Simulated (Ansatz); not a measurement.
**ZnS: strong compression**

The task here is to estimate one member of a computed series from the others.

Computed with Ansatz 0.2.0 (DFT PBE, with the methods named in each step, unless a step's input says otherwise).

**The structure to begin with**

The structure is cubic, space group F-43m (No. 216). The conventional cell has a = 5.371 Å, b = 5.371 Å, c = 5.371 Å, α = 90.00°, β = 90.00°, γ = 90.00°. Zn (site symmetry -43m) has 4 S at 2.33 Å as nearest neighbours. Around S (site symmetry -43m) lie 4 Zn at 2.33 Å.

Coordinates:

```
Zn S
1.0
     0.00000    2.68555    2.68555
     2.68555    0.00000    2.68555
     2.68555    2.68555    0.00000
Zn S
1 1
Direct
  0.00000 0.00000 0.00000
  0.25000 0.25000 0.25000
```

Whether this phase is the stable one at these pressures isn't tested.

Atoms are numbered in the order of the input: Zn1, S2.

The first run:

Input file input.yaml:

```yaml
crystal:
  lattice:
    - [0.0, 2.6855547637, 2.6855547637]
    - [2.6855547637, 0.0, 2.6855547637]
    - [2.6855547637, 2.6855547637, 0.0]
  atoms:
    - { symbol: Zn, position: [0.0, 0.0, 0.0] }
    - { symbol: S, position: [0.25, 0.25, 0.25] }
kpoints:
  mp_grid: { grid: [14, 14, 14] }
scf:
  occupations: { method: fermi_dirac, width: 0.08 }
hamiltonian:
  xc: pbe
  pseudopotentials: { kind: paw }
output:
  forces: true
  stress: true
relax:
  f_tol: 0.005
  max_steps: 40
  cell: {}
```

Launch:

```bash
> ansatz run input.yaml --threads 1 --pin off --max-ram 2048MiB --backend cpu --events-out ev --progress --plain --runs-dir out
```

Steps of the session up to this table: Cell relaxed at zero pressure, PAW; Volume scaled by 1, PAW; Volume scaled by 0.94, PAW; Volume scaled by 0.88, PAW; Volume scaled by 0.8, PAW; Volume scaled by 0.72, PAW; Volume scaled by 0.64, PAW; Volume scaled by 0.55, PAW; Volume scaled by 0.55, PAW (level accurate).

One of the session's tables, all rows but one given; the rest of the session is left out.

```
              method  volume over the first  volume (Å³/atom)  pressure (GPa)  gap on the k mesh (eV)
                 PAW                      1            20.163            0.00                    2.02
                 PAW                   0.94            18.953            4.93                    2.28
                 PAW                   0.88                 ?               ?                       ?
                 PAW                    0.8            16.131           25.43                    2.87
                 PAW                   0.72            14.518           47.25                    2.53
                 PAW                   0.64            12.904           83.27                    2.12
                 PAW                   0.55            11.090          155.64                    1.53
PAW (level accurate)                   0.55            11.090          155.66                    1.53
```

Estimate the missing values for PAW, 0.88.

As computed: volume (Å³/atom): 17.744; pressure (GPa): 11.80; gap on the k mesh (eV): 2.58. In the column «volume (Å³/atom)» it lies between PAW, 0.8 (16.131) and PAW, 0.94 (18.953).
